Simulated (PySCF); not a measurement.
# GeSiNH5ClF (SMILES F[SiH](Cl)[NH][GeH3]) at 4 levels

Wanted: a comparison of 4 runs (HF/6-31G*, B3LYP/6-31G*, PBE0/6-31G*, PBE0/def2-SVP) of GeSiNH5ClF. The job is set up through a Python script.

The calculation is run with PySCF 2.14.0.

## 1. The molecule

GeSiNH5ClF: 10 atoms, total charge 0, spin state singlet. SMILES: `F[SiH](Cl)[NH][GeH3]`. Geometry: relaxed at PBE0-D4/def2-TZVP. This is one conformer, not always the lowest.

Bond lengths: F1–Si2 1.593 Å, Si2–Cl3 2.043 Å, Si2–N4 1.686 Å, N4–Ge5 1.849 Å, Si2–H6 1.472 Å, N4–H7 1.010 Å, Ge5–H8 1.533 Å, Ge5–H9 1.537 Å, Ge5–H10 1.536 Å. Some angles: F1–Si2–Cl3 105.5°, F1–Si2–N4 113.5°, Cl3–Si2–N4 109.5°, Si2–N4–Ge5 127.2°, F1–Si2–H6 106.5°, Cl3–Si2–H6 111.0°, N4–Si2–H6 110.7°, Si2–N4–H7 117.2°, Ge5–N4–H7 115.2°, N4–Ge5–H8 105.9°.

## 2. Energy and gradient at HF/6-31G(d) (spherical functions) (run 1)

run.py

```python
from pyscf import gto, scf

molecule = gto.Mole()
molecule.atom = '''
F     -2.165600     0.767500     1.173500
Si    -0.660500     0.275600     1.351500
Cl    -0.663800    -0.893300     3.027400
N     -0.087300    -0.620200     0.042800
Ge     0.725400     0.030100    -1.485600
H      0.154300     1.484800     1.552300
H     -0.298200    -1.607800     0.030900
H      0.984600     1.518000    -1.222900
H     -0.202800    -0.159500    -2.696200
H      2.039000    -0.734400    -1.710300
'''
molecule.charge = 0
molecule.max_memory = 1860
molecule.verbose = 4
molecule.basis = '6-31g*'
molecule.build()

mf = scf.RHF(molecule)
mf.conv_tol = 1e-10
mf.kernel()
if not mf.converged:
    mf = mf.newton().run(mf.mo_coeff, mf.mo_occ)

energy = mf.e_tot
print('Final energy', energy)
grad = mf.nuc_grad_method().kernel()
mf.analyze()
```

Command:

```console
$ OMP_NUM_THREADS=1 python run.py
```

Standard output:

```text
PySCF version 2.14.0

[... 81 lines left out ...]
Nuclear Repulsion Energy =             519.090218782146621
[... 11 lines left out ...]
MO #6   energy= -46.2974206731254  occ= 2
[... 9 lines left out ...]
MO #16  energy= -5.21040046881814  occ= 2
[... 9 lines left out ...]
MO #26  energy= -1.65799357606611  occ= 2
[... 9 lines left out ...]
MO #36  energy= -0.539740977161775 occ= 2
[... 9 lines left out ...]
MO #46  energy= 0.182275846347872  occ= 0
[... 9 lines left out ...]
MO #56  energy= 0.38234341753392   occ= 0
[... 9 lines left out ...]
MO #66  energy= 0.755636950739735  occ= 0
[... 9 lines left out ...]
MO #76  energy= 1.17253842559678   occ= 0
[... 9 lines left out ...]
MO #86  energy= 1.50601832708841   occ= 0
[... 9 lines left out ...]
MO #96  energy= 2.3233714643288    occ= 0
[... 9 lines left out ...]
MO #106 energy= 3.94236507012423   occ= 0
[... 80 lines left out ...]
pop of  4 Ge 5px          0.01169
pop of  4 Ge 5py          0.01115
pop of  4 Ge 5pz          0.00999
pop of  4 Ge 3dxy         1.99984
pop of  4 Ge 3dyz         1.99986
pop of  4 Ge 3dz^2        1.99977
pop of  4 Ge 3dxz         1.99973
pop of  4 Ge 3dx2-y2      1.99981
pop of  4 Ge 4dxy         0.00485
pop of  4 Ge 4dyz         0.00257
pop of  4 Ge 4dz^2        0.00712
pop of  4 Ge 4dxz         0.00876
pop of  4 Ge 4dx2-y2      0.00699
pop of  4 Ge 5dxy         0.00186
pop of  4 Ge 5dyz         0.00089
pop of  4 Ge 5dz^2        0.00260
pop of  4 Ge 5dxz         0.00326
pop of  4 Ge 5dx2-y2      0.00281
pop of  5 H 1s            1.14399
pop of  5 H 2s            0.00252
pop of  6 H 1s            0.75609
pop of  6 H 2s            0.01148
pop of  7 H 1s            1.09242
pop of  7 H 2s            0.00132
pop of  8 H 1s            1.10011
pop of  8 H 2s            0.00178
pop of  9 H 1s            1.09781
pop of  9 H 2s            0.00167
 ** Mulliken atomic charges  **
charge of    0F =     -0.54443
charge of    1Si =      1.27752
charge of    2Cl =     -0.32749
charge of    3N =     -0.84006
charge of    4Ge =      0.64364
charge of    5H =     -0.14651
charge of    6H =      0.23243
charge of    7H =     -0.09373
charge of    8H =     -0.10189
charge of    9H =     -0.09947
Dipole moment(X, Y, Z, Debye):  1.66016, -0.32923, -2.56522
```

It took 72 s on 1 thread of Intel Xeon at 2.50GHz (Skylake/Cascade Lake), shared host; peak memory 0.24 GiB.

## 3. Energy and forces at B3LYP/6-31G(d) (spherical functions) (run 2)

job.py

```python
import pyscf.grad
from pyscf import gto, dft

mol = gto.Mole()
mol.atom = '''
F     -2.165600     0.767500     1.173500
Si    -0.660500     0.275600     1.351500
Cl    -0.663800    -0.893300     3.027400
N     -0.087300    -0.620200     0.042800
Ge     0.725400     0.030100    -1.485600
H      0.154300     1.484800     1.552300
H     -0.298200    -1.607800     0.030900
H      0.984600     1.518000    -1.222900
H     -0.202800    -0.159500    -2.696200
H      2.039000    -0.734400    -1.710300
'''
mol.verbose = 4
mol.basis = '6-31g*'
mol.charge = 0
mol.max_memory = 1860
mol.build()

myscf = dft.RKS(mol)
myscf.xc = 'b3lyp'
myscf.grids.level = 5
myscf.conv_tol = 1e-10
myscf.kernel()
if not myscf.converged:
    myscf = myscf.newton().run(myscf.mo_coeff, myscf.mo_occ)

e_final = myscf.e_tot
print('E(%s) = %.9f' % ('B3LYP', e_final))
grad = myscf.Gradients().kernel()
dip = myscf.dip_moment()
pop, q = myscf.mulliken_pop()
```

Command:

```console
$ OMP_NUM_THREADS=1 python job.py
```

Standard output:

```text
PySCF version 2.14.0

[... 80 lines left out ...]
converged SCF energy = -2984.18563353487
[... 13 lines left out ...]
Dipole moment(X, Y, Z, Debye):  1.44881, -0.40597, -2.37857
[... 78 lines left out ...]
pop of  4 Ge 4pz          0.64484
pop of  4 Ge 5px          0.09483
pop of  4 Ge 5py          0.09412
pop of  4 Ge 5pz          0.05140
pop of  4 Ge 3dxy         1.36907
pop of  4 Ge 3dyz         1.36895
pop of  4 Ge 3dz^2        1.37237
pop of  4 Ge 3dxz         1.37278
pop of  4 Ge 3dx2-y2      1.37007
pop of  4 Ge 4dxy         0.58776
pop of  4 Ge 4dyz         0.58826
pop of  4 Ge 4dz^2        0.58715
pop of  4 Ge 4dxz         0.58682
pop of  4 Ge 4dx2-y2      0.58729
pop of  4 Ge 5dxy         0.07221
pop of  4 Ge 5dyz         0.06432
pop of  4 Ge 5dz^2        0.09324
pop of  4 Ge 5dxz         0.09853
pop of  4 Ge 5dx2-y2      0.08385
pop of  5 H 1s            0.51576
pop of  5 H 2s            0.57652
pop of  6 H 1s            0.49802
pop of  6 H 2s            0.15162
pop of  7 H 1s            0.48873
pop of  7 H 2s            0.47640
pop of  8 H 1s            0.48832
pop of  8 H 2s            0.48076
pop of  9 H 1s            0.48868
pop of  9 H 2s            0.47907
 ** Mulliken atomic charges  **
charge of    0F =     -0.36571
charge of    1Si =      0.87699
charge of    2Cl =     -0.26359
charge of    3N =     -0.73223
charge of    4Ge =      0.12842
charge of    5H =     -0.09228
charge of    6H =      0.35036
charge of    7H =      0.03487
charge of    8H =      0.03092
charge of    9H =      0.03224
```

Run time: 2.4 min. Hardware: 1 thread of Intel Xeon at 2.50GHz (Skylake/Cascade Lake), shared host; peak memory 1.1 GiB.

Run 3 isn't shown in full; the table further down has it.

## 4. Energy and forces at PBE0/def2-SVP (run 4)

calc.py

```python
from pyscf import gto, dft

molecule = gto.Mole()
molecule.atom = '''
F     -4.092391     1.450365     2.217594
Si    -1.248164     0.520809     2.553965
Cl    -1.254400    -1.688092     5.720957
N     -0.164973    -1.172008     0.080880
Ge     1.370807     0.056881    -2.807377
H      0.291585     2.805865     2.933422
H     -0.563516    -3.038302     0.058393
H      1.860624     2.868604    -2.310946
H     -0.383236    -0.301411    -5.095080
H      3.853152    -1.387815    -3.231999
'''
molecule.max_memory = 1860
molecule.charge = 0
molecule.basis = 'def2-svp'
molecule.spin = 0
molecule.verbose = 4
molecule.unit = 'bohr'
molecule.build()

calc0 = dft.RKS(molecule, xc='pbe0')
calc0.conv_tol = 1e-10
calc0.grids.level = 5
calc0.kernel()
if not calc0.converged:
    calc0 = calc0.newton().run(calc0.mo_coeff, calc0.mo_occ)

etot = calc0.e_tot
print('E(%s) = %.9f' % ('PBE0', etot))
grad = calc0.nuc_grad_method().kernel()
dip = calc0.dip_moment()
pop, q = calc0.mulliken_pop()
```

Command:

```console
$ OMP_NUM_THREADS=1 python calc.py
```

Standard output:

```text
PySCF version 2.14.0

[... 77 lines left out ...]
converged SCF energy = -2983.12809095567
[... 13 lines left out ...]
Dipole moment(X, Y, Z, Debye):  1.46291, -0.56726, -2.04976
[... 93 lines left out ...]
pop of  4 Ge 5dyz         0.04007
pop of  4 Ge 5dz^2        0.05774
pop of  4 Ge 5dxz         0.05800
pop of  4 Ge 5dx2-y2      0.04725
pop of  5 H 1s            0.74282
pop of  5 H 2s            0.35108
pop of  5 H 2px           0.00292
pop of  5 H 2py           0.00615
pop of  5 H 2pz           0.00073
pop of  6 H 1s            0.70009
pop of  6 H 2s            0.08407
pop of  6 H 2px           0.01340
pop of  6 H 2py           0.02386
pop of  6 H 2pz           0.01075
pop of  7 H 1s            0.71158
pop of  7 H 2s            0.33466
pop of  7 H 2px           0.00123
pop of  7 H 2py           0.00840
pop of  7 H 2pz           0.00106
pop of  8 H 1s            0.71181
pop of  8 H 2s            0.34064
pop of  8 H 2px           0.00373
pop of  8 H 2py           0.00106
pop of  8 H 2pz           0.00567
pop of  9 H 1s            0.71221
pop of  9 H 2s            0.34004
pop of  9 H 2px           0.00668
pop of  9 H 2py           0.00282
pop of  9 H 2pz           0.00099
 ** Mulliken atomic charges  **
charge of    0F =     -0.32139
charge of    1Si =      0.80782
charge of    2Cl =     -0.26337
charge of    3N =     -0.55581
charge of    4Ge =      0.45120
charge of    5H =     -0.10370
charge of    6H =      0.16783
charge of    7H =     -0.05692
charge of    8H =     -0.06292
charge of    9H =     -0.06274
```

It took 1.9 min on 1 thread of Intel Xeon at 2.50GHz (Skylake/Cascade Lake), shared host; peak memory 1.3 GiB.

## 5. The series

```
run                               level  integration grid   energy (Eh)  dipole moment (D)  HOMO energy (eV)  LUMO energy (eV)  wall time
  1     HF/6-31G* (spherical functions)                 –  -2980.419573               3.07            -11.38              3.14       72 s
  2  B3LYP/6-31G* (spherical functions)                 5  -2984.185634               2.81             -7.60              0.00    2.4 min
  3   PBE0/6-31G* (spherical functions)                 5  -2983.413483               2.88             -7.91              0.21    2.3 min
  4                       PBE0/def2-SVP                 5  -2983.128091               2.58             -7.95              0.39    1.9 min
```

## 6. What came out

```
                       quantity           value
            run 4: total energy  -2983.12809 Eh
           run 4: dipole moment          2.58 D
             run 4: HOMO energy        -7.95 eV
             run 4: LUMO energy         0.39 eV
           run 4: HOMO–LUMO gap         8.35 eV
run 4: largest force on an atom      1.035 eV/Å
```

In words: The dipole moment (its size) runs from 2.58 D (PBE0/def2-SVP) to 3.07 D (HF/6-31G*). The two ends differ in method and basis. The HOMO–LUMO gap runs from 7.60 eV (B3LYP/6-31G*) to 14.52 eV (HF/6-31G*). Exact exchange widens orbital gaps. Totals of different functionals can't be ranked against each other. All runs together took 7.8 min, the longest 2.4 min.
